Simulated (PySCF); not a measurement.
**InO−: from the state search to spectroscopic constants**

One job finds the state of InO−, follows it along the bond with each method and fits the curves.

Computed with PySCF 2.14.0. Level: In aug-cc-pVDZ-PP with ECP28, O aug-cc-pVDZ, scalar-relativistic core potentials.

2 further runs of the same task are left out: 2 set aside as unsound or not needed.

**1. The job**

The job is set up so:

| Item | Value |
| --- | --- |
| atoms | In, O |
| charge | -1 |
| basis | In aug-cc-pVDZ-PP with ECP28, O aug-cc-pVDZ |
| Hamiltonian | scalar-relativistic core potentials |
| basis functions | 55 |
| electrons treated | 30 |
| masses in u | 114.9039, 15.9949 |
| levels | PBE0, PBE, r²SCAN, PBEsol, M06, BLYP, LC-ωPBE, MP2, SCS-MP2, CCSD, CCSD(T) |
| grid | 80 radial by 434 angular points |
| occupations | held fixed by the projection of orbital angular momentum |
| dissociation limit | In + O−, each in its ground configuration |
| starting distance in angstrom | 2.090 |
| values of 2S to try | 0, 2 |

Started as:

```bash
$ OMP_NUM_THREADS=1 python dia.py task.json out
```

The runs that follow: First curve: PBE0; PBE; r²SCAN (meta-GGA); PBEsol (GGA); M06; BLYP; LC-ωPBE (range-separated hybrid); Correlated methods on the Hartree–Fock reference.

**Question.** What will these runs give? Wanted: for each run, Re; ωe; De; μ.

As calculated:

Lowest PBE0 solution found, without spin–orbit coupling: ¹Σ⁺ (singlet), closed shell.

```
      level  Re (Å)  ωe (cm⁻¹)  De (eV)  μ (D)
    RHF-MP2   1.972        631     4.99    n/a
RHF-SCS-MP2   1.968        639     4.66    n/a
   RHF-CCSD   1.941        687     4.01    n/a
RHF-CCSD(T)   1.962        642     4.36    n/a
        PBE   1.968        624     4.49  -4.13
     PBEsol   1.951        644     4.82  -3.99
       BLYP   1.984        607     4.27  -4.35
     r²SCAN   1.942        668     4.33  -4.10
       PBE0   1.934        681     4.07  -4.42
        M06   1.944        666     4.23  -4.55
    LC-ωPBE   1.911        723     3.98  -4.62
```

De is counted to In + O− in their ground configurations. A positive dipole points from In to O; in an ion it is taken about the centre of mass and does not tell which atom is negative.

In words: Bond lengths run from 1.911 Å (LC-ωPBE) to 1.984 Å (BLYP). Of the levels with a De here, LC-ωPBE gives the least (3.98 eV) and RHF-MP2 the most (4.99 eV).

Correlated steps freeze 5 core orbitals. Spin–orbit coupling is left out, which matters for elements this heavy, above all for dissociation energies. T1 is 0.034 near the minimum (highest on the curve 0.053), which may point to more than one leading configuration. With some functionals the highest level of the anion is positive, from self-interaction error or because the anion is truly unbound there; the finite basis then holds the extra electron, and no neutral molecule was run to test the binding.
